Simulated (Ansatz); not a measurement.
# Bi2TeSe2: the cost of one run

Program: Ansatz 0.2.0, driven from Python. Level of theory: DFT PBEsol, plane waves, PAW. These are calculated values, not measurements.

## (1) Starting point

It takes space group R3m (No. 160, trigonal). Conventional cell: a = 4.244 Å, b = 4.244 Å, c = 30.739 Å, α = 90.00°, β = 90.00°, γ = 120.00°. Bi (site symmetry 3m) has 3 Te at 3.03 Å and 3 Se at 3.12 Å in its first shell of neighbours. Around Bi (site symmetry 3m) lie 6 Se at 2.88 to 3.09 Å. Te (site symmetry 3m) is surrounded by 3 Bi at 3.03 Å. Around Se (site symmetry 3m) lie 6 Bi at 3.09 to 3.12 Å. Se (site symmetry 3m) is surrounded by 3 Bi at 2.88 Å.

Input file bi2tese2.cif:

```cif
data_Bi2TeSe2
_cell_length_a 10.535335
_cell_length_b 10.535335
_cell_length_c 10.535335
_cell_angle_alpha 23.23761
_cell_angle_beta 23.23761
_cell_angle_gamma 23.23761
_symmetry_space_group_name_H-M 'P 1'
_symmetry_Int_Tables_number 1
loop_
_symmetry_equiv_pos_as_xyz
'x, y, z'
loop_
_atom_site_label
_atom_site_type_symbol
_atom_site_fract_x
_atom_site_fract_y
_atom_site_fract_z
Bi1 Bi    0.606512    0.606512    0.606512
Bi2 Bi    0.396791    0.396791    0.396791
Te3 Te    0.214959    0.214959    0.214959
Se4 Se    0.002426    0.002426    0.002426
Se5 Se    0.779312    0.779312    0.779312
```

## (2) The code

File run_ecut.py:

```python
import warnings

import ansatz as az
from ase.io import read
from tabulate import tabulate

warnings.simplefilter('ignore', az.DeckWarning)

atoms = read('bi2tese2.cif')
cell = az.Crystal.from_ase(atoms)

setup = (
    cell.calculation()
    .functional('pbesol')
    .kpoints(spacing=0.29)
    .occupations('Fixed')
    .mixing('broyden')
    .eigensolver('davidson', full_accuracy=True)
    .scf(max_iterations=150, extra_bands=4, algorithm='density_mixing')
    .stress()
)

rows = []
for value in [300, 350, 400, 450, 500, 550]:
    r = setup.basis(value).run(threads=1, backend='cpu').report
    rows.append((value, r['free_energy_ev'] / len(r['lattice']['sites']), r['n_iterations'], sum(r['stress_gpa'][i][i] for i in range(3)) / 3, r['n_pw']))

print(tabulate(rows, headers=['cutoff (eV)', 'F/atom (eV)', 'iterations', 'P (GPa)', 'plane waves'], floatfmt='.4f', tablefmt='plain'))

for row in rows[:-1]:
    shift = 1000 * (row[1] - rows[-1][1])
    print(f'{row[0]}: {shift:+.2f} meV/atom' + ('  (within 5 meV)' if abs(shift) < 5 else ''))
```

## (3) The input behind the calls

The package turns the script's settings into the engine's input (first run):

```yaml
crystal:
  lattice:
    - [10.535335, 0.0, 0.0]
    - [9.680672283814204, 4.156665453896489, 0.0]
    - [9.680672283814204, 1.990468023072045, 3.6490964285346266]
  atoms:
    - { symbol: Bi, position: [0.606512, 0.6065120000000002, 0.6065119999999999] }
    - { symbol: Bi, position: [0.39679100000000006, 0.39679099999999995, 0.396791] }
    - { symbol: Te, position: [0.214959, 0.21495900000000004, 0.21495899999999998] }
    - { symbol: Se, position: [0.0024260000000000006, 0.0024260000000000006, 0.0024259999999999993] }
    - { symbol: Se, position: [0.7793120000000001, 0.779312, 0.7793119999999998] }
basis:
  ecutwfc: 300.0
kpoints:
  mp_grid:
    kspacing: 0.29
hamiltonian:
  xc: pbesol
scf:
  max_iter: 150
  algorithm: density_mixing
  n_extra_bands: 4
  mixing:
    algorithm: broyden
  occupations:
    method: fixed
  eigensolver:
    kind: davidson
    full_accuracy: true
output:
  stress: true
```

## (4) The run

Started as:

```sh
> python run_ecut.py
```

What time and memory should one allow on 1 thread of Arm Neoverse V2, shared host?

About 8.9 min, with a peak of 0.65 GiB.
